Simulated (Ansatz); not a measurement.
# TaHO (triplet): wave-function methods side by side, def2-TZVPP

The task here is to estimate one member of a computed series from the others.

Method: def2-TZVPP, core rule «outside noble gas», up to 5 orbitals frozen; program: Ansatz 0.2.0, Gaussian basis.

To be run: UHF; ROHF; CCSD(T) on UHF.

2 further runs of the same task are left out: 2 set aside as unsound or not needed.

**The geometry**

The geometry is a PBE0/def2-TZVP stationary point (not a proven minimum) of the parent state, kept for this charge and spin. No spin-orbit coupling is included. Elements past krypton take def2 core potentials.

3 atoms, charge 0, spin multiplicity 3.

Atoms are counted from 1 here; the program's logs count them from 0.

Bond lengths: Ta1–O2 1.802 Å, O2–H3 0.954 Å. Angles: Ta1–O2–H3 180.0°.

Coordinates:

```xyz
3

Ta    0.0000    0.0000    1.5192
O     0.0000    0.0000   -0.2828
H     0.0000    0.0000   -1.2364
```

Set-up of the first run:

Input file in.yaml:

```yaml
crystal:
  periodic: [false, false, false]
  atoms:
    - {symbol: Ta, position_ang: [0.000000, 0.000000, 1.519200]}
    - {symbol: O, position_ang: [0.000000, 0.000000, -0.282800]}
    - {symbol: H, position_ang: [0.000000, 0.000000, -1.236400]}
basis:
  gaussian: {orbitals: def2-TZVPP}
magnetization: {spin_polarized: true, initial_magnetization: 2}
hamiltonian: {xc: hf}
output: {orbitals: {seedname: orbitals}}
```

Run with:

```bash
$ ansatz run in.yaml --threads 1 --pin off --events-out ev --progress --plain --max-ram 2560MiB --backend cpu
```

Steps of the session up to this table: UHF; ROHF; CCSD(T) on UHF.

One table of the session follows, with a row left open; its other results are not shown here.

It belongs to the step «Misses and costs». 

| method | from UCCSD(T) (meV) |
| --- | --- |
| ROHF | +10467.6 |
| UHF | ? |
| UMP2 | +940.3 |
| UCCSD | +452.7 |
| UCCSD(T) | 0 |

**Question.** Estimate the row for UHF.

As computed: from UCCSD(T) (meV): +9880.8. In the column «from UCCSD(T) (meV)» it lies between UMP2 (+940.3) and ROHF (+10467.6).

To keep in mind: The determinant is far from a pure spin state, so its energy mixes those of several spin states (harmless only where they are near-degenerate, as at dissociation).
